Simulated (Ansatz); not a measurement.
# Cs3Ir: the cost of one run

Program: Ansatz 0.2.0. Level of theory: DFT PBE, scalar-relativistic, plane waves, PAW. These are calculated values, not measurements.

1 further run of the same task is left out (it didn't finish).

## Step 1: The starting structure

Symmetry: P6_3/mmc, No. 194, hexagonal system. Conventional cell: a = 7.589 Å, b = 7.589 Å, c = 6.092 Å, α = 90.00°, β = 90.00°, γ = 120.00°. Cs (site symmetry mm2) has 4 Ir at 3.75 to 3.79 Å and 8 Cs at 3.75 to 3.80 Å as nearest neighbours. Ir (site symmetry -6m2) is surrounded by 12 Cs at 3.75 to 3.79 Å.

Coordinates:

```cif
data_structure
_symmetry_space_group_name_H-M 'P 1'
_symmetry_Int_Tables_number 1
_cell_length_a 7.5895
_cell_length_b 7.5895
_cell_length_c 6.0917
_cell_angle_alpha 90.000
_cell_angle_beta 90.000
_cell_angle_gamma 120.000
_cell_volume 303.87
loop_
_atom_site_label
_atom_site_type_symbol
_atom_site_fract_x
_atom_site_fract_y
_atom_site_fract_z
_atom_site_occupancy
Cs1 Cs 0.83300 0.66600 0.25000 1
Cs2 Cs 0.16700 0.83300 0.75000 1
Cs3 Cs 0.33400 0.16700 0.25000 1
Cs4 Cs 0.16700 0.33400 0.75000 1
Cs5 Cs 0.83300 0.16700 0.25000 1
Cs6 Cs 0.66600 0.83300 0.75000 1
Ir1 Ir 0.33333 0.66667 0.25000 1
Ir2 Ir 0.66667 0.33333 0.75000 1
```

(A quick probe on a coarse mesh, which set the mesh and smearing, is not shown.)

## Step 3: Coarse relaxation

The input, input.yaml:

```yaml
crystal:
  lattice:
    - [7.5894653935, 0.0, 0.0]
    - [-3.7947326968, 6.5726698319, 0.0]
    - [0.0, 0.0, 6.0917169745]
  atoms:
    - { symbol: Cs, position: [0.833, 0.666, 0.25] }
    - { symbol: Cs, position: [0.167, 0.833, 0.75] }
    - { symbol: Cs, position: [0.334, 0.167, 0.25] }
    - { symbol: Cs, position: [0.167, 0.334, 0.75] }
    - { symbol: Cs, position: [0.833, 0.167, 0.25] }
    - { symbol: Cs, position: [0.666, 0.833, 0.75] }
    - { symbol: Ir, position: [0.3333333333, 0.6666666667, 0.25] }
    - { symbol: Ir, position: [0.6666666667, 0.3333333333, 0.75] }
basis:
  ecutwfc: 420
kpoints:
  mp_grid: { grid: [3, 3, 4] }
hamiltonian:
  xc: pbe
scf:
  occupations: { method: gaussian, width: 0.1 }
  lower_state_search: "off"
output:
  forces: true
  stress: true
  eigenvalues: true
relax:
  adjacent_minimum: "off"
  f_tol: 0.04
  max_steps: 70
  cell: { stress_tol: 0.4 }
```

Launch:

```bash
$ ansatz run input.yaml --threads 1 --pin off --max-ram 2560MiB --backend cpu --events-out ev --progress --plain --runs-dir out
```

What time and memory should one allow on 1 thread of Arm Neoverse V2, shared host?

About 3.2 min, with a peak of 0.66 GiB.
